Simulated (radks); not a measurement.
# Mg⁴⁺ in [He] 2s2 2p4: an all-electron calculation

Wanted: eigenvalues, radial structure and energy terms of the magnesium ion Mg4+.

Program: radks (a radial shooting solver on a logarithmic mesh, Libxc functionals) version 1. Level of theory: Dirac Kohn-Sham, PBEsol, spin-unpolarised, spherical densities, point nucleus; open shells are shared between the two j in proportion to 2j + 1. These are calculated values, not measurements, unless marked.

## 1. What is computed

- element: magnesium (Z = 12)
- charge: +4
- electrons: 8
- configuration: [He] 2s2 2p4

The outer shells:

Mg⁴⁺
```
[He] core
2s [↑↓]
2p [↑↓][↑ ][↑ ]
```

## 2. The run

Input:

```text
Z 12
configuration [He] 2s2 2p4 3s0 3p0
relativity Dirac
functional pbe_sol,pbe_sol
spin unpolarised
j_filling average
nucleus point
c 137.035999084
```

**Question.** What will this run give?

As calculated:

```
                        quantity                    value
                    total energy       -191.90772 hartree
exchange-correlation share of it                   7.04 %
                            −T/E                   1.0018
          highest occupied level        2p3/2, -128.51 eV
    most extended occupied level  2s1/2, <r> = 0.650 bohr
 radius at density 0.001 e/bohr³                1.89 bohr
    maxima of the radial density                        2
         ionisation energy, NIST    141.33 (semi-emp.) eV
```

What this shows: 2 principal shells are occupied and 2 maxima appear in the radial density. The top level binds by 128.51 eV, 91 % of the NIST ionisation energy of 141.33 eV. Spin polarisation and multiplet splitting are left out.
